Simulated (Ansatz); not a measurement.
**C2H5BClFO: a ladder of functionals and wavefunction methods**

The task here is to estimate one member of a computed series from the others.

The runs use Ansatz 0.2.0, Gaussian basis; functionals in def2-TZVPP, the program's frozen cores in correlated methods.

The runs, in order: PBE-D4, r2SCAN-D4, PBE0-D4, B3LYP-D4, ωB97X-V, ωB97M-V, B2PLYP; CCSD(T)/def2-TZVPP; MP2/def2-QZVPP; extrapolation to the limit.

### The geometry

The geometry comes from an earlier relaxation with PBE0-D4 in a triple-zeta def2 set; it is a stationary point, not always the lowest conformer.

SMILES `CC(O)(F)BCl`, 11 atoms, charge 0, spin multiplicity 1.

Atoms are counted from 1 here; the program's logs count them from 0.

Bond lengths: C1–C2 1.518 Å, C1–H7 1.095 Å, C1–H8 1.091 Å, C1–H9 1.091 Å, C2–O3 1.378 Å, C2–F4 1.405 Å, C2–B5 1.590 Å, O3–H10 0.964 Å, B5–Cl6 1.729 Å, B5–H11 1.190 Å. Angles: C2–C1–H7 108.9°, C2–C1–H8 111.2°, C2–C1–H9 110.3°, H7–C1–H8 107.9°, H7–C1–H9 109.2°, H8–C1–H9 109.3°, C1–C2–O3 112.7°, C1–C2–F4 106.4°, C1–C2–B5 110.2°, O3–C2–F4 108.6°, O3–C2–B5 111.0°, F4–C2–B5 107.7°, C2–O3–H10 108.8°, C2–B5–Cl6 120.4°, C2–B5–H11 120.6°, Cl6–B5–H11 118.9°.

The first run:

in.yaml reads:

```yaml
crystal:
  periodic: [false, false, false]
  atoms:
    - {symbol: C, position_ang: [-0.137119, -0.710492, 0.939661]}
    - {symbol: C, position_ang: [0.339066, -0.044383, -0.338573]}
    - {symbol: O, position_ang: [1.426219, 0.778485, -0.137611]}
    - {symbol: F, position_ang: [0.717685, -1.081095, -1.208006]}
    - {symbol: B, position_ang: [-0.857935, 0.747723, -1.023115]}
    - {symbol: Cl, position_ang: [-1.172132, 2.394649, -0.600845]}
    - {symbol: H, position_ang: [0.675362, -1.323335, 1.343688]}
    - {symbol: H, position_ang: [-0.989355, -1.365342, 0.750528]}
    - {symbol: H, position_ang: [-0.417817, 0.043501, 1.676483]}
    - {symbol: H, position_ang: [2.078429, 0.307249, 0.392992]}
    - {symbol: H, position_ang: [-1.597206, 0.196139, -1.774502]}
basis:
  gaussian: {orbitals: def2-TZVPP}
hamiltonian: {xc: pbe, dispersion: d4}
output: {forces: true, orbitals: {seedname: orbitals}}
```

Run with:

```bash
$ ansatz run in.yaml --threads 4 --pin off --events-out ev --progress --plain --max-ram 10444MiB
```

Steps of the session up to this table: PBE-D4 (GGA); r2SCAN-D4 (meta-GGA); PBE0-D4 (hybrid); B3LYP-D4 (hybrid); ωB97X-V (range-separated); ωB97M-V (range-separated); B2PLYP (double hybrid); CCSD(T) in def2-TZVPP; MP2 in def2-QZVPP.

One table of the session follows, with a row left open; its other results are not shown here.

| method | atomisation energy (kcal/mol) |
| --- | --- |
| PBE-D4 | 1041.4 |
| r2SCAN-D4 | 1019.2 |
| PBE0-D4 | 1018.6 |
| B3LYP-D4 | 1009.3 |
| ωB97X-V | 1014.6 |
| ωB97M-V | 1017.4 |
| B2PLYP | 1000.9 |
| HF/def2-TZVPP | ? |
| MP2/def2-TZVPP | 1012.1 |
| CCSD/def2-TZVPP | 968.1 |
| CCSD(T)/def2-TZVPP | 984.9 |
| MP2/CBS | 1037.4 |
| CCSD(T)/CBS | 1010.2 |

Q: Estimate the row for HF/def2-TZVPP from the others.

As computed: atomisation energy (kcal/mol): 736.6. In the column «atomisation energy (kcal/mol)» it is the lowest.
